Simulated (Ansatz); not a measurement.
Working through a ladder of methods at one geometry of H6N3NbO, SMILES [NH]=[Nb]([NH2])([NH2])[OH]

With Ansatz's Python interface.

Run as a notebook:

In [1]:
```python
from pathlib import Path

import ansatz
import numpy as np
```

In [2]:
```python
molecule = (
    ansatz.Crystal.molecule()
    .atom("N", (-1.8731, 0.379, 0.98))
    .atom("Nb", (-0.3639, -0.0838, 0.0045))
    .atom("N", (0.6093, -1.6256, 1.0316))
    .atom("N", (0.9998, 1.5999, -0.1833))
    .atom("O", (-0.884, -0.7444, -1.8589))
    .atom("H", (-2.8479, 0.354, 0.5257))
    .atom("H", (0.9491, -1.2298, 1.9746))
    .atom("H", (1.5634, -1.7995, 0.514))
    .atom("H", (1.7468, 1.4249, 0.487))
    .atom("H", (1.2909, 1.5814, -1.1354))
    .atom("H", (-1.1249, 0.087, -2.3194))
)
```

In [3]:
```python
calculation = molecule.calculation().basis(gaussian="def2-SVP")
```

In [4]:
```python
print("functional    E (Ha)        dipole (D)   HOMO (eV)  LUMO (eV)")
for name in ["pbe", "blyp", "r2scan", "lc_wpbe", "r2scan0"]:
    data = calculation.functional(name).forces().orbitals().run(threads=1, runs_dir="runs").report
    lines = Path(data["orbitals_path"]).read_text().splitlines()
    field_of = lambda key: [line.split("=")[1].strip() for line in lines if line.startswith(key)]
    orbitals = [(27.211386 * float(e), s, float(n)) for e, s, n in zip(field_of("Ene="), field_of("Spin="), field_of("Occup="))]
    homo = max(e for e, _, n in orbitals if n > 0.5)
    lumo = min(e for e, _, n in orbitals if n < 0.5)
    dipole = 4.803205 * np.linalg.norm(data["charge_distribution"]["dipole_moment_e_ang"])
    print(f"{name:10s} {data['free_energy_ev'] / 27.211386246:14.6f} {dipole:9.3f} {homo:11.3f} {lumo:10.3f}")
```
```text
functional    E (Ha)        dipole (D)   HOMO (eV)  LUMO (eV)
pbe           -299.712093     2.618      -5.366     -2.768
blyp          -299.876768     2.583      -5.197     -2.644
r2scan        -299.856040     2.716      -5.703     -2.718
lc_wpbe       -299.791018     2.708      -9.536      0.215
r2scan0       -299.748614     2.730      -7.023     -1.977
```

Notes:
- Total energies depend on the basis set; only differences at equal settings carry meaning.
- The geometry is a force-field or estimated start, not a minimum of this method, and the basis set is short of its limit. A lower total doesn't mark the better method: functionals have no common bound, and MP2 and coupled cluster aren't variational.
- def2 sets replace the cores of elements past krypton by effective core potentials.
- Levels such as HOMO and LUMO are orbital energies: with these approximate functionals they aren't the ionisation energy and electron affinity, and their gap isn't the fundamental gap.
- Timing: 42 s on 1 thread of Arm Neoverse V2, on a shared host, peak memory 0.36 GiB.
